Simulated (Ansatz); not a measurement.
# C6H12O: small, medium and large basis sets

One table from this session's results is given with a row withheld; the runs are named, their logs left out.

The runs use Ansatz 0.2.0, Gaussian basis; one geometry, several basis sets.

Levels to be run: PBE0-D4/def2-SVP; ωB97M-V/def2-SVP; PBE0-D4/def2-QZVPP; ωB97M-V/def2-QZVPP; the functionals' def2-TZVPP values are taken from earlier runs.

**The relaxed structure**

An earlier PBE0-D4 in a triple-zeta def2 set relaxation fixed the geometry.

19 atoms, charge 0, spin multiplicity 1.

Atoms are counted from 1 here; the program's logs count them from 0.

Bond lengths: O1–C2 1.420 Å, O1–H8 0.961 Å, C2–C3 1.527 Å, C2–C7 1.530 Å, C2–H9 1.100 Å, C3–C4 1.519 Å, C3–H10 1.092 Å, C3–H11 1.095 Å, C4–C5 1.534 Å, C4–H12 1.093 Å, C4–H13 1.094 Å, C5–C6 1.534 Å, C5–H14 1.094 Å, C5–H15 1.094 Å, C6–C7 1.521 Å, C6–H16 1.093 Å, C6–H17 1.096 Å, C7–H18 1.095 Å and more. Angles: C2–O1–H8 108.3°, O1–C2–C3 107.3°, O1–C2–C7 111.4°, O1–C2–H9 109.1°, C3–C2–C7 111.5°, C3–C2–H9 108.6°, C7–C2–H9 108.9°, C2–C3–C4 111.4°, C2–C3–H10 107.9°, C2–C3–H11 109.3°, C4–C3–H10 111.7°, C4–C3–H11 109.6°, H10–C3–H11 106.8°, C3–C4–C5 110.7°, C3–C4–H12 110.8°, C3–C4–H13 108.6°, C5–C4–H12 110.3°, C5–C4–H13 110.2° and more.

Set-up of the first run:

Contents of in.yaml:

```yaml
crystal:
  periodic: [false, false, false]
  atoms:
    - {symbol: O, position_ang: [0.162593, -1.864599, -1.581562]}
    - {symbol: C, position_ang: [0.278878, -1.295636, -0.285369]}
    - {symbol: C, position_ang: [1.329121, -0.189717, -0.367949]}
    - {symbol: C, position_ang: [0.690880, 1.161732, -0.640798]}
    - {symbol: C, position_ang: [-0.208026, 1.582073, 0.528421]}
    - {symbol: C, position_ang: [-0.859236, 0.370850, 1.209091]}
    - {symbol: C, position_ang: [-1.064657, -0.756425, 0.208758]}
    - {symbol: H, position_ang: [-0.577562, -2.477345, -1.576150]}
    - {symbol: H, position_ang: [0.634362, -2.065228, 0.415732]}
    - {symbol: H, position_ang: [2.043794, -0.463249, -1.147444]}
    - {symbol: H, position_ang: [1.886881, -0.148357, 0.573432]}
    - {symbol: H, position_ang: [1.454482, 1.921669, -0.824189]}
    - {symbol: H, position_ang: [0.104105, 1.090702, -1.561809]}
    - {symbol: H, position_ang: [0.374435, 2.144295, 1.264423]}
    - {symbol: H, position_ang: [-0.982967, 2.263776, 0.165236]}
    - {symbol: H, position_ang: [-1.806774, 0.656895, 1.671995]}
    - {symbol: H, position_ang: [-0.222341, 0.008599, 2.023877]}
    - {symbol: H, position_ang: [-1.661809, -1.566462, 0.639489]}
    - {symbol: H, position_ang: [-1.617761, -0.378071, -0.658584]}
basis:
  gaussian: {orbitals: def2-SVP}
hamiltonian: {xc: pbe0, dispersion: d4}
output: {orbitals: {seedname: orbitals}}
```

Started as:

```sh
$ ansatz run in.yaml --threads 2 --pin off --events-out ev --progress --plain --max-ram 32768MiB --backend cpu
```

Among the steps run: PBE0-D4 in def2-SVP; ωB97M-V in def2-SVP; PBE0-D4 in def2-QZVPP; ωB97M-V in def2-QZVPP.

One table of the session follows, with a row left open; its other results are not shown here.

It belongs to the step «Density functionals: the series». 

| functional | basis | HOMO (eV) | LUMO (eV) |
| --- | --- | --- | --- |
| PBE0-D4 | def2-SVP | -7.38 | 1.59 |
| PBE0-D4 | def2-TZVPP | -7.55 | 1.01 |
| PBE0-D4 | def2-QZVPP | -7.59 | 0.63 |
| ωB97M-V | def2-SVP | -9.80 | 3.22 |
| ωB97M-V | def2-TZVPP | -9.97 | 2.42 |
| ωB97M-V | def2-QZVPP | ? | ? |

**Question.** Estimate the row for ωB97M-V, def2-QZVPP.

As computed: HOMO (eV): -10.01; LUMO (eV): 1.81. In the column «HOMO (eV)» it is the lowest.
